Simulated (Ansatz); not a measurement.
# CH6AlClSi: small, medium and large basis sets

Aim: see how fast density functionals converge with the basis set for CH6AlClSi.

Method: one geometry, several basis sets; program: Ansatz 0.2.0, Gaussian basis.

The runs, in order: PBE0-D4/def2-SVP; ωB97M-V/def2-SVP; PBE0-D4/def2-QZVPP; ωB97M-V/def2-QZVPP; the functionals' def2-TZVPP values are taken from earlier runs.

## 1. The relaxed structure

All runs share one geometry, relaxed beforehand with PBE0-D4 in a triple-zeta def2 set.

SMILES `[CH3][AlH][SiH2]Cl`, 10 atoms, charge 0, spin multiplicity 1.

Atoms are counted from 1 here; the program's logs count them from 0.

Bond lengths: C1–Al2 1.947 Å, C1–H5 1.092 Å, C1–H6 1.096 Å, C1–H7 1.095 Å, Al2–Si3 2.466 Å, Al2–H8 1.592 Å, Si3–Cl4 2.081 Å, Si3–H9 1.491 Å, Si3–H10 1.490 Å. Angles: Al2–C1–H5 112.7°, Al2–C1–H6 110.4°, Al2–C1–H7 110.7°, H5–C1–H6 108.1°, H5–C1–H7 108.3°, H6–C1–H7 106.3°, C1–Al2–Si3 120.3°, C1–Al2–H8 121.3°, Si3–Al2–H8 118.4°, Al2–Si3–Cl4 109.2°, Al2–Si3–H9 113.9°, Al2–Si3–H10 114.0°, Cl4–Si3–H9 106.4°, Cl4–Si3–H10 106.4°, H9–Si3–H10 106.3°.

Geometry (Å):

```
C    -1.59625    0.51207   -0.87516
Al   -0.59736   -0.66603    0.31077
Si    1.79805   -0.26218    0.73666
Cl    2.41972    1.39387   -0.35981
H    -0.97242    1.29026   -1.31930
H    -2.41263    0.99964   -0.33091
H    -2.06324   -0.05833   -1.68515
H    -1.29519   -1.90344    1.02930
H     2.11734    0.03331    2.16235
H     2.68508   -1.39037    0.33427
```

## 2. PBE0-D4 in def2-SVP

Input file in.yaml:

```yaml
crystal:
  periodic: [false, false, false]
  atoms:
    - {symbol: C, position_ang: [-1.596246, 0.512069, -0.875159]}
    - {symbol: Al, position_ang: [-0.597362, -0.666033, 0.310766]}
    - {symbol: Si, position_ang: [1.798050, -0.262177, 0.736661]}
    - {symbol: Cl, position_ang: [2.419720, 1.393870, -0.359811]}
    - {symbol: H, position_ang: [-0.972417, 1.290262, -1.319302]}
    - {symbol: H, position_ang: [-2.412629, 0.999637, -0.330912]}
    - {symbol: H, position_ang: [-2.063239, -0.058326, -1.685152]}
    - {symbol: H, position_ang: [-1.295190, -1.903441, 1.029296]}
    - {symbol: H, position_ang: [2.117336, 0.033307, 2.162346]}
    - {symbol: H, position_ang: [2.685078, -1.390368, 0.334266]}
basis:
  gaussian: {orbitals: def2-SVP}
hamiltonian: {xc: pbe0, dispersion: d4}
output: {orbitals: {seedname: orbitals}}
```

Run with:

```console
$ ansatz run in.yaml --threads 2 --pin off --events-out ev --progress --plain --max-ram 4352MiB
```

After this run come: ωB97M-V in def2-SVP; PBE0-D4 in def2-QZVPP; ωB97M-V in def2-QZVPP.

Q: Predict the results of all the runs planned. Wanted: PBE0-D4: double and triple zeta above quadruple; ωB97M-V: double and triple zeta above quadruple.

The runs gave:

| quantity | value |
| --- | --- |
| PBE0-D4: double and triple zeta above quadruple | 11.60, 0.90 eV |
| ωB97M-V: double and triple zeta above quadruple | 11.63, 0.87 eV |

PBE0-D4 gains 10.70 eV from double to triple zeta, then 0.90 eV more. Total energies overstate the basis error of differences, where much of it tends to cancel.
